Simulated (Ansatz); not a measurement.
**BH₆NO₃ (built from SMILES NB(O)O.O): a reaction path by the nudged elastic band**

What path joins these two structures, and how high does it climb? Both ends were relaxed at PBE0-D4 in triple zeta.

Computed with Ansatz 0.2.0, Gaussian basis. Level: PBE0-D4/def2-SVP.

22 further runs of the same task are left out: 22 set aside as unsound or not needed.

## (1) Where the work starts

The first end: 11 atoms, charge 0, spin multiplicity 1.

Atoms are counted from 1 here; the program's logs count them from 0.

Bond lengths: B1–N2 1.435 Å, B1–O3 1.370 Å, B1–O4 1.366 Å, N2–H7 1.007 Å, N2–H8 1.007 Å, O3–H9 0.960 Å, O4–H10 0.968 Å, H5–O6 0.969 Å, O6–H11 0.959 Å. Angles: N2–B1–O3 117.9°, N2–B1–O4 122.5°, O3–B1–O4 119.5°, B1–N2–H7 119.1°, B1–N2–H8 117.4°, H7–N2–H8 111.8°, B1–O3–H9 111.0°, B1–O4–H10 112.2°, H5–O6–H11 106.4°.

As a file:

```mol
BH6NO3
  3D, bonds by distance, orders not assigned

 11  9  0  0  0  0  0  0  0  0999 V2000
   -0.1444    0.4021   -0.9138 B   0  0
    1.1103   -0.0926   -0.4241 N   0  0
   -0.4025    0.2799   -2.2534 O   0  0
   -1.0957    0.9351   -0.0904 O   0  0
    0.2777   -0.9857    1.3751 H   0  0
   -0.1424   -0.5628    2.1390 O   0  0
    1.5529    0.3744    0.3508 H   0  0
    1.7822   -0.4072   -1.1047 H   0  0
   -1.3039    0.5403   -2.4555 H   0  0
   -0.9215    0.7417    0.8422 H   0  0
   -0.7125   -1.2253    2.5349 H   0  0
  1  2  8  0
  1  3  8  0
  1  4  8  0
  2  7  8  0
  2  8  8  0
  3  9  8  0
  4 10  8  0
  5  6  8  0
  6 11  8  0
M  END
```

The second end:

```
atom     x (Å)     y (Å)     z (Å)
  B1  -0.41147   0.02757   0.00096
  N2   1.30923  -0.08782  -0.00308
  O3  -0.76967  -0.49352  -1.27999
  O4  -0.63736   1.42778   0.17153
  H5   1.66385   0.04835   0.93694
  O6  -0.78373  -0.78739   1.11360
  H7   1.69876   0.62270  -0.61248
  H8   1.59043  -1.00323  -0.33608
  H9  -1.21721   0.18621  -1.78516
 H10  -1.11753   1.57465   0.98724
 H11  -1.32521  -1.51541   0.80652
```

## (2) The band at PBE0-D4/def2-SVP

neb/in.yaml reads:

```yaml
crystal:
  periodic: [false, false, false]
  atoms:
    - {symbol: B, position_ang: [-0.144430, 0.402057, -0.913812]}
    - {symbol: N, position_ang: [1.110282, -0.092552, -0.424118]}
    - {symbol: O, position_ang: [-0.402541, 0.279885, -2.253409]}
    - {symbol: O, position_ang: [-1.095724, 0.935061, -0.090382]}
    - {symbol: H, position_ang: [0.277695, -0.985664, 1.375094]}
    - {symbol: O, position_ang: [-0.142415, -0.562828, 2.138953]}
    - {symbol: H, position_ang: [1.552876, 0.374435, 0.350800]}
    - {symbol: H, position_ang: [1.782241, -0.407196, -1.104744]}
    - {symbol: H, position_ang: [-1.303915, 0.540326, -2.455542]}
    - {symbol: H, position_ang: [-0.921498, 0.741652, 0.842210]}
    - {symbol: H, position_ang: [-0.712473, -1.225277, 2.534948]}
basis:
  gaussian: {orbitals: def2-SVP}
hamiltonian: {xc: pbe0, dispersion: d4}
neb:
  images: 5
  climbing: true
  max_iterations: 40
  initial_path: idpp
  final_atoms:
    - {symbol: B, position_ang: [-0.411470, 0.027573, 0.000963]}
    - {symbol: N, position_ang: [1.309228, -0.087819, -0.003082]}
    - {symbol: O, position_ang: [-0.769667, -0.493516, -1.279990]}
    - {symbol: O, position_ang: [-0.637358, 1.427775, 0.171529]}
    - {symbol: H, position_ang: [1.663846, 0.048354, 0.936936]}
    - {symbol: O, position_ang: [-0.783726, -0.787385, 1.113601]}
    - {symbol: H, position_ang: [1.698760, 0.622699, -0.612476]}
    - {symbol: H, position_ang: [1.590433, -1.003231, -0.336076]}
    - {symbol: H, position_ang: [-1.217209, 0.186207, -1.785163]}
    - {symbol: H, position_ang: [-1.117528, 1.574651, 0.987238]}
    - {symbol: H, position_ang: [-1.325208, -1.515407, 0.806522]}
```

The run is started by

```console
ansatz run in.yaml --threads 4 --pin off --events-out ev --progress --plain --max-ram 9574MiB
```

Standard output:

```text
Functional definition: PBE0
  name "PBE0"
  cite "Adamo & Barone, J. Chem. Phys. 110, 6158 (1999) doi:10.1063/1.478522"
  cite "Perdew, Burke & Ernzerhof, Phys. Rev. Lett. 77, 3865 (1996) doi:10.1103/PhysRevLett.77.3865"
  parent pbe
  parameter a = 0.25
  parameter kappa = 0.804
  parameter beta = 0.06672455060314922
  exchange = (1 - a)*pbe_x(kappa = kappa, mu = beta*pi^2/3) + a*exact_x
  correlation = pbe_c(beta = beta)
1073 factors; integrals over basis functions are off by at most 3.4e-4 eV
mean field evaluation 1: about -8382.7074 eV, gradient 8.0e1 eV
mean field evaluation 2: about -8376.5877 eV, gradient 9.9e1 eV
mean field evaluation 4: about -8393.8731 eV, gradient 2.6e0 eV
mean field evaluation 8: about -8393.9411 eV, gradient 1.0e-1 eV
mean field evaluation 16: about -8393.9411 eV, gradient 1.1e-5 eV
mean field -8393.94111961 eV, -308.4716465280 hartree, gradient 1.1e-5 eV, S^2 0.000000; 0 other end points of the search recorded, 0 dependent functions left out
the calculation of the forces begins
reference -8393.94114382 eV, -308.4716474177 hartree; 21, 21 occupied and 79, 79 virtual orbitals, 1073 factors
[... from here to the last solve, the lines of the solves are left out (147 solves) ...]
WARN: NEB end point (image 0): max|allowed force component| = 3.320e-1 eV/Å (the criterion of neb.relax_end_points is 1.000e-2). That is over neb.f_tol: it is no minimum, so the barrier can be far off. Relax it first
WARN: NEB end point (image 6): max|allowed force component| = 2.378e-1 eV/Å (the criterion of neb.relax_end_points is 1.000e-2). That is over neb.f_tol: it is no minimum, so the barrier can be far off. Relax it first
NEB iter   1: max|band force component| = 5.256e0 eV/Å  barrier→ = 4.1240 eV  barrier← = 4.3131 eV  Δτ_max = 0.2000 Å  (188 SCF iters)
NEB iter   2: max|band force component| = 3.847e0 eV/Å  barrier→ = 2.3623 eV  barrier← = 2.5514 eV  Δτ_max = 0.2000 Å  (156 SCF iters)
NEB iter   3: max|band force component| = 1.008e1 eV/Å  barrier→ = 1.7801 eV  barrier← = 1.9692 eV  Δτ_max = 0.1014 Å  (167 SCF iters)
NEB iter   4: max|band force component| = 1.532e0 eV/Å  barrier→ = 1.3731 eV  barrier← = 1.5622 eV  Δτ_max = 0.2000 Å  (143 SCF iters)
NEB iter   5: max|band force component| = 9.619e-1 eV/Å  barrier→ = 1.0962 eV  barrier← = 1.2853 eV  Δτ_max = 0.1997 Å  (148 SCF iters)
NEB iter   6: max|band force component| = 8.779e-1 eV/Å  barrier→ = 0.7240 eV  barrier← = 0.9131 eV  Δτ_max = 0.1940 Å  (148 SCF iters)
NEB iter   7: max|band force component| = 1.077e0 eV/Å  barrier→ = 0.4953 eV  barrier← = 0.6843 eV  Δτ_max = 0.0991 Å  (141 SCF iters)
NEB iter   8: max|band force component| = 7.046e-1 eV/Å  barrier→ = 0.4015 eV  barrier← = 0.5906 eV  CI = image 3  Δτ_max = 0.1992 Å  (146 SCF iters)
NEB iter   9: max|band force component| = 8.678e-1 eV/Å  barrier→ = 0.5424 eV  barrier← = 0.7315 eV  CI = image 3  Δτ_max = 0.1920 Å  (147 SCF iters)
NEB iter  10: max|band force component| = 9.852e-1 eV/Å  barrier→ = 0.9750 eV  barrier← = 1.1641 eV  CI = image 3  Δτ_max = 0.1000 Å  (153 SCF iters)
NEB iter  11: max|band force component| = 8.559e-1 eV/Å  barrier→ = 0.9910 eV  barrier← = 1.1800 eV  CI = image 3  Δτ_max = 0.1989 Å  (147 SCF iters)
NEB iter  12: max|band force component| = 6.774e-1 eV/Å  barrier→ = 0.8916 eV  barrier← = 1.0807 eV  CI = image 3  Δτ_max = 0.1985 Å  (146 SCF iters)
NEB iter  13: max|band force component| = 5.463e-1 eV/Å  barrier→ = 0.8349 eV  barrier← = 1.0239 eV  CI = image 3  Δτ_max = 0.1995 Å  (138 SCF iters)
NEB iter  14: max|band force component| = 5.692e-1 eV/Å  barrier→ = 0.8863 eV  barrier← = 1.0754 eV  CI = image 3  Δτ_max = 0.0993 Å  (146 SCF iters)
NEB iter  15: max|band force component| = 9.983e-1 eV/Å  barrier→ = 0.9302 eV  barrier← = 1.1193 eV  CI = image 3  Δτ_max = 0.0498 Å  (146 SCF iters)
NEB iter  16: max|band force component| = 3.005e-1 eV/Å  barrier→ = 0.8899 eV  barrier← = 1.0789 eV  CI = image 3  Δτ_max = 0.0882 Å  (139 SCF iters)
NEB iter  17: max|band force component| = 1.697e-1 eV/Å  barrier→ = 0.8789 eV  barrier← = 1.0680 eV  CI = image 3  Δτ_max = 0.0708 Å  (139 SCF iters)
NEB iter  18: max|band force component| = 7.582e-2 eV/Å  barrier→ = 0.8742 eV  barrier← = 1.0633 eV  CI = image 3  Δτ_max = 0.0214 Å  (138 SCF iters)
NEB iter  19: max|band force component| = 5.209e-2 eV/Å  barrier→ = 0.8733 eV  barrier← = 1.0623 eV  CI = image 3  Δτ_max = 0.0838 Å  (126 SCF iters)
NEB iter  20: max|band force component| = 6.007e-2 eV/Å  barrier→ = 0.8728 eV  barrier← = 1.0619 eV  CI = image 3  Δτ_max = 0.0265 Å  (125 SCF iters)
1073 factors; integrals over basis functions are off by at most 8.3e-4 eV
mean field evaluation 1152: about -8386.4775 eV, gradient 3.9e1 eV
mean field -8393.05268850 eV, -308.4389972871 hartree, gradient 1.3e-6 eV, S^2 0.000000; 0 other end points of the search recorded, 0 dependent functions left out
the calculation of the forces begins
reference -8393.05271125 eV, -308.4389981230 hartree; 21, 21 occupied and 79, 79 virtual orbitals, 1073 factors
NEB iter  21: max|band force component| = 3.239e-2 eV/Å  barrier→ = 0.8725 eV  barrier← = 1.0616 eV  CI = image 3  CI's point: of a kind that is not told: the force calls were inconclusive, a negative curvature could not be distinguished from the path's own, the only one lies far off the path, or fixed occupations may fill a level only in part  Δτ_max = 0.0000 Å  (1056 SCF iters)
Total energy: -8393.19852736 eV, -308.4443567663 hartree
Atom 0 at    -0.235093     0.232183    -0.201931 Å, force     0.003848    -0.000082    -0.003235 eV/Å
Atom 1 at     1.304005    -0.056379    -0.043900 Å, force    -0.002462    -0.001132    -0.011830 eV/Å
Atom 2 at    -0.717739    -0.319447    -1.395668 Å, force     0.000412     0.007172     0.002626 eV/Å
Atom 3 at    -0.715356     1.496160     0.167558 Å, force    -0.007193     0.006749     0.003904 eV/Å
Atom 4 at     0.639451    -0.831645     0.825489 Å, force    -0.006284    -0.010203     0.021035 eV/Å
Atom 5 at    -0.507420    -0.835250     1.068743 Å, force     0.004747     0.000244    -0.013297 eV/Å
Atom 6 at     1.859283     0.731625     0.277927 Å, force     0.000913     0.001319    -0.000094 eV/Å
Atom 7 at     1.727442    -0.457072    -0.876858 Å, force     0.004231     0.004635    -0.001326 eV/Å
Atom 8 at    -1.544838     0.111401    -1.629466 Å, force     0.000453    -0.003552    -0.000012 eV/Å
Atom 9 at    -0.877799     1.546225     1.112311 Å, force     0.004553    -0.004376    -0.004978 eV/Å
Atom 10 at    -0.931837    -1.617900     0.695793 Å, force    -0.003218    -0.000775     0.007206 eV/Å
Dipole moment:     0.173734    -0.212916     0.165702 e Å
```

It took 8.7 min on 4 threads of Intel Xeon at 2.50GHz, shared host; peak memory 0.51 GiB.

The last band:

```
image  path (Å)  energy (eV)  B1–O6 (Å)  N2–H5 (Å)  B1–N2 (Å)  H5–O6 (Å)
    0      0.00        0.000       3.20       2.17       1.43       0.97
    1      1.18        0.006       3.00       1.98       1.44       0.98
    2      2.36        0.147       2.80       1.96       1.44       0.98
    3      3.54        0.873       1.68       1.34       1.57       1.17
    4      4.32       -0.054       1.45       1.02       1.72       2.06
    5      5.10       -0.184       1.43       1.02       1.74       2.45
    6      5.88       -0.189       1.43       1.01       1.72       2.59
```

The highest image, 3:

```
B    -0.2351    0.2322   -0.2019
N     1.3040   -0.0564   -0.0439
O    -0.7177   -0.3194   -1.3957
O    -0.7154    1.4962    0.1676
H     0.6395   -0.8316    0.8255
O    -0.5074   -0.8353    1.0687
H     1.8593    0.7316    0.2779
H     1.7274   -0.4571   -0.8769
H    -1.5448    0.1114   -1.6295
H    -0.8778    1.5462    1.1123
H    -0.9318   -1.6179    0.6958
```

## (3) Results

| quantity | value |
| --- | --- |
| PBE0-D4/def2-SVP, 21 iterations | highest 0.873 eV (image 3), last end -0.189 eV |
| from earlier runs: barrier over the separately found saddle, CCSD(T)/def2-TZVPP | 1.167 eV |

What this shows: The highest image lies 0.873 eV above the first end, and it climbed, so it estimates the saddle. The ends are not quite minima at this level (largest force component 0.33 eV/Å), so the heights are unreliable: relaxing the first end would lower it and raise the barrier above it. The highest image is 0.295 eV below the CCSD(T) barrier in triple zeta, which comes from separate runs on the saddle.
